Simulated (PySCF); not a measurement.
# Si2H5BrO2 (SMILES O[SiH](Br)O[SiH3]): levels of theory compared

Aim: a comparison of 4 runs (HF/STO-3G, PBE0/6-31G, B3LYP/6-31G*, CCSD/def2-SVP) of Si2H5BrO2. 

The calculation is run with PySCF 2.14.0.

## (1) The structure to begin with

The species is Si2H5BrO2 (10 atoms), meant as a singlet with charge 0. As SMILES, `O[SiH](Br)O[SiH3]`. Geometry: relaxed at PBE0-D4/def2-TZVP. This is one conformer, not always the lowest.

Bond lengths: O1–Si2 1.623 Å, Si2–Br3 2.228 Å, Si2–O4 1.616 Å, O4–Si5 1.645 Å, O1–H6 0.959 Å, Si2–H7 1.468 Å, Si5–H8 1.484 Å, Si5–H9 1.483 Å, Si5–H10 1.482 Å. Some angles: O1–Si2–Br3 109.8°, O1–Si2–O4 112.6°, Br3–Si2–O4 107.5°, Si2–O4–Si5 145.6°, O1–Si2–H7 106.8°, Br3–Si2–H7 109.6°, O4–Si2–H7 110.6°, Si2–O1–H6 119.3°, O4–Si5–H8 109.9°, O4–Si5–H9 110.2°.

## (2) Energy and forces at HF/STO-3G (run 1)

Input file input.py:

```python
from pyscf import gto, scf

mol = gto.M(
    atom='''
O     -0.307600     0.006500     2.457400
Si    -0.865600     0.333800     0.968700
Br    -0.411100     2.449400     0.439000
O     -0.196800    -0.604500    -0.164000
Si     0.699100    -0.638300    -1.543300
H      0.591400     0.249200     2.685100
H     -2.319700     0.138800     1.008700
H      2.067100    -0.131100    -1.269500
H      0.058500     0.194700    -2.590200
H      0.767900    -2.049700    -1.988900
''',
    basis='sto-3g',
    verbose=3,
    max_memory=1860,
)

mf = scf.RHF(mol)
mf.conv_tol = 1e-10
mf.kernel()
if not mf.converged:
    mf = mf.newton().run(mf.mo_coeff, mf.mo_occ)

energy = mf.e_tot
print('E = %.10f Eh' % energy)
grad = mf.nuc_grad_method().kernel()
dip = mf.dip_moment()
pop, q = mf.mulliken_pop()
```

On the command line:

```sh
OMP_NUM_THREADS=1 python input.py
```

Log:

```text
converged SCF energy = -3266.58014751699
E = -3266.5801475170 Eh
--------------- RHF gradients ---------------
         x                y                z
0 O     0.0253015478     0.0154691668    -0.0170627982
1 Si     0.0147659619    -0.0039224500     0.0291717092
2 Br     0.0018211661     0.0021470249    -0.0020340090
3 O     0.0012721083     0.0023577470    -0.0050258925
4 Si    -0.0098715009    -0.0026824543     0.0135538467
5 H    -0.0243326823    -0.0087617048     0.0045035385
6 H    -0.0241184867    -0.0029390366    -0.0004749377
7 H     0.0280863120     0.0104319580     0.0067151063
8 H    -0.0140154981     0.0173324836    -0.0207355482
9 H     0.0010910720    -0.0294327347    -0.0086110150
----------------------------------------------
Dipole moment(X, Y, Z, Debye):  0.82015, -1.53037, -0.47575
 ** Mulliken pop  **
pop of  0 O 1s            1.99756
pop of  0 O 2s            1.81674
pop of  0 O 2px           1.32005
pop of  0 O 2py           1.85161
pop of  0 O 2pz           1.51734
pop of  1 Si 1s           1.99961
pop of  1 Si 2s           1.98686
pop of  1 Si 3s           1.08805
pop of  1 Si 2px          1.96608
pop of  1 Si 2py          1.96243
pop of  1 Si 2pz          1.96470
pop of  1 Si 3px          0.77278
pop of  1 Si 3py          0.61312
pop of  1 Si 3pz          0.56962
pop of  2 Br 1s           2.00000
pop of  2 Br 2s           1.99984
pop of  2 Br 3s           1.99960
pop of  2 Br 4s           1.96754
pop of  2 Br 2px          1.99998
pop of  2 Br 2py          1.99984
pop of  2 Br 2pz          1.99998
pop of  2 Br 3px          1.99916
pop of  2 Br 3py          1.99100
pop of  2 Br 3pz          1.99893
pop of  2 Br 4px          1.95265
pop of  2 Br 4py          1.47026
pop of  2 Br 4pz          1.94014
pop of  2 Br 3dxy         1.99986
pop of  2 Br 3dyz         1.99982
pop of  2 Br 3dz^2        1.99985
pop of  2 Br 3dxz         1.99999
pop of  2 Br 3dx2-y2      1.99955
pop of  3 O 1s            1.99739
pop of  3 O 2s            1.78409
pop of  3 O 2px           1.71429
pop of  3 O 2py           1.71304
pop of  3 O 2pz           1.44611
pop of  4 Si 1s           1.99961
pop of  4 Si 2s           1.98723
pop of  4 Si 3s           1.14170
pop of  4 Si 2px          1.96494
pop of  4 Si 2py          1.96568
pop of  4 Si 2pz          1.96410
pop of  4 Si 3px          0.71489
pop of  4 Si 3py          0.78975
pop of  4 Si 3pz          0.62283
pop of  5 H 1s            0.80875
pop of  6 H 1s            1.14887
pop of  7 H 1s            1.16837
pop of  8 H 1s            1.16405
pop of  9 H 1s            1.15975
 ** Mulliken atomic charges  **
charge of    0O =     -0.50330
charge of    1Si =      1.07675
charge of    2Br =     -0.31800
charge of    3O =     -0.65493
charge of    4Si =      0.84927
charge of    5H =      0.19125
charge of    6H =     -0.14887
charge of    7H =     -0.16837
charge of    8H =     -0.16405
charge of    9H =     -0.15975
```

Run time: 7.5 s. Hardware: 1 thread of Intel Xeon at 2.70GHz, shared host; peak memory 0.12 GiB.

## (3) Energy and forces at PBE0/6-31G (run 2)

Input file input.py:

```python
# O[SiH](Br)O[SiH3]
from pyscf import gto, dft

mol = gto.Mole()
mol.atom = '''
O   -0.307600   0.006500   2.457400
Si  -0.865600   0.333800   0.968700
Br  -0.411100   2.449400   0.439000
O   -0.196800  -0.604500  -0.164000
Si   0.699100  -0.638300  -1.543300
H    0.591400   0.249200   2.685100
H   -2.319700   0.138800   1.008700
H    2.067100  -0.131100  -1.269500
H    0.058500   0.194700  -2.590200
H    0.767900  -2.049700  -1.988900
'''
mol.spin = 0
mol.charge = 0
mol.verbose = 4
mol.basis = '6-31g'
mol.max_memory = 1860
mol.build()

calc0 = dft.RKS(mol, xc='pbe0')
calc0.conv_tol = 1e-10
calc0.grids.level = 5
calc0.kernel()
if not calc0.converged:
    calc0 = calc0.newton().run(calc0.mo_coeff, calc0.mo_occ)

etot = calc0.e_tot
print('Final energy', etot)
grad = calc0.nuc_grad_method().kernel()
dip = calc0.dip_moment()
pop, q = calc0.mulliken_pop()
```

On the command line:

```sh
OMP_NUM_THREADS=1 python input.py
```

Log:

```text
PySCF version 2.14.0

[... 77 lines left out ...]
converged SCF energy = -3305.47336842839
Final energy -3305.4733684283865
[... 12 lines left out ...]
Dipole moment(X, Y, Z, Debye):  1.48117, -0.60755, -0.89553
[... 92 lines left out ...]
charge of    9H =     -0.10668
```

Run time: 56 s. Hardware: 1 thread of Intel Xeon at 2.70GHz, shared host; peak memory 0.8 GiB.

Run 3 isn't shown in full; the table further down has it.

## (4) A single-point energy at CCSD/def2-SVP (run 4)

Input file run.py:

```python
# O[SiH](Br)O[SiH3]
from pyscf import gto, cc

system = gto.Mole()
system.atom = '''
O     -0.581280     0.012283     4.643813
Si    -1.635747     0.630791     1.830578
Br    -0.776866     4.628695     0.829590
O     -0.371898    -1.142339    -0.309915
Si     1.321108    -1.206212    -2.916414
H      1.117584     0.470920     5.074104
H     -4.383598     0.262294     1.906167
H      3.906253    -0.247743    -2.399007
H      0.110549     0.367930    -4.894769
H      1.451121    -3.873372    -3.758476
'''
system.unit = 'bohr'
system.verbose = 4
system.max_memory = 1860
system.charge = 0
system.basis = 'def2-svp'
system.build()

mf = system.RHF()
mf.conv_tol = 1e-10
mf.kernel()
if not mf.converged:
    mf = mf.newton().run(mf.mo_coeff, mf.mo_occ)

mycc = cc.CCSD(mf, frozen=21)
mycc.kernel()
e_final = mycc.e_tot
print('Final energy', e_final)
dip = mf.dip_moment()
pop, q = mf.mulliken_pop()
```

On the command line:

```sh
OMP_NUM_THREADS=1 python run.py
```

Log:

```text
PySCF version 2.14.0

[... 66 lines left out ...]
converged SCF energy = -3302.49147411642
[... 12 lines left out ...]
Init t2, MP2 energy = -3303.28041551599  E_corr(MP2) -0.788941399564554
[... 11 lines left out ...]
CCSD converged
[... 1 line left out ...]
Final energy -3303.3184429819244
Dipole moment(X, Y, Z, Debye):  1.27037, -0.52665, -0.27932
[... 132 lines left out ...]
charge of    9H =     -0.16558
```

Run time: 65 s. Hardware: 1 thread of Intel Xeon at 2.70GHz, shared host; peak memory 1.1 GiB.

## (5) All runs side by side

| run | level | integration grid | task | energy (Eh) | dipole moment (D) of the reference | HOMO energy (eV) | LUMO energy (eV) | wall time |
| --- | --- | --- | --- | --- | --- | --- | --- | --- |
| 1 | HF/STO-3G | – | gradient | -3266.580148 | 1.80 | -8.37 | 9.61 | 7.5 s |
| 2 | PBE0/6-31G | 5 | gradient | -3305.473368 | 1.83 | -8.68 | 0.06 | 56 s |
| 3 | B3LYP/6-31G* (spherical functions) | 5 | gradient | -3306.477694 | 1.51 | -8.17 | 0.14 | 81 s |
| 4 | CCSD/def2-SVP | – | energy | -3303.318443 | 1.40 | -11.63 | 3.93 | 65 s |

## (6) What came out

```
                                           quantity           value
                                run 4: total energy  -3303.31844 Eh
        run 4: dipole moment (Hartree–Fock density)          1.40 D
         run 4: HOMO energy (Hartree–Fock orbitals)       -11.63 eV
         run 4: LUMO energy (Hartree–Fock orbitals)         3.93 eV
       run 4: HOMO–LUMO gap (Hartree–Fock orbitals)        15.56 eV
run 4: correlation energy (21 core orbitals frozen)      -827.0 mEh
                               run 4: T1 diagnostic           0.010
```

**Reading.** Over runs 1, 2, 3 the dipole moment (its size) runs from 1.51 D (B3LYP/6-31G*) to 1.83 D (PBE0/6-31G). The two ends differ in method and basis. Over runs 1, 2, 3 the HOMO–LUMO gap runs from 8.30 eV (B3LYP/6-31G*) to 17.98 eV (HF/STO-3G). Totals of different functionals can't be ranked against each other. In run 1 the basis is minimal, so the values are rough. All runs together took 3.5 min, the longest 81 s.
